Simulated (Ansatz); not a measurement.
# GeCN2 in Ansatz: the effect of functional

GeCN2:

```
Ge N C
1.0
     1.75717    1.01450    4.82148
    -1.75717    1.01450    4.82148
     0.00000   -2.02901    4.82148
Ge N C
1 2 1
Direct
  0.00000 0.00000 0.00000
  0.58390 0.58390 0.58390
  0.41610 0.41610 0.41610
  0.50000 0.50000 0.50000
```

The cell comes from a database or a generator and needn't be the stable form of this composition.

The cell isn't the ideal one: volume scaled by 0.94.

Alike in all runs:

| Item | Value |
| --- | --- |
| Program | Ansatz 0.2.0 |
| Task | single point |
| Potentials or basis | Ansatz PAW |
| k mesh | 9 × 9 × 9 |
| Occupations | fermi-dirac, width 0.05 eV |
| Spin | no spin polarisation |

```csv
functional,cutoff,gap on the mesh (eV),pressure (GPa),largest force (eV/Å)
LDA,420 eV (not typed: the program's choice for these potentials),0.83,1.7,1.55
PBEsol,420 eV (not typed: the program's choice for these potentials),0.85,5.5,1.96
r2SCAN,500 eV (not typed: the program's choice for these potentials),?,?,?
```

What does the run with functional r2SCAN give?

gap on the mesh 1.04 eV; pressure 5.7 GPa; largest force 1.37 eV/Å.

Caveats: odd divisions of the mesh miss points on the zone boundary, where band edges often lie, so the gap on the mesh can be too wide; the PAW data sets come from PBE, with cores solved anew for the run's functional, which leaves a small shift of forces and pressure; forces of over 1 eV/Å show positions far from the minimum, so gaps and moduli don't describe the material at rest.

A k mesh can miss the band edges.
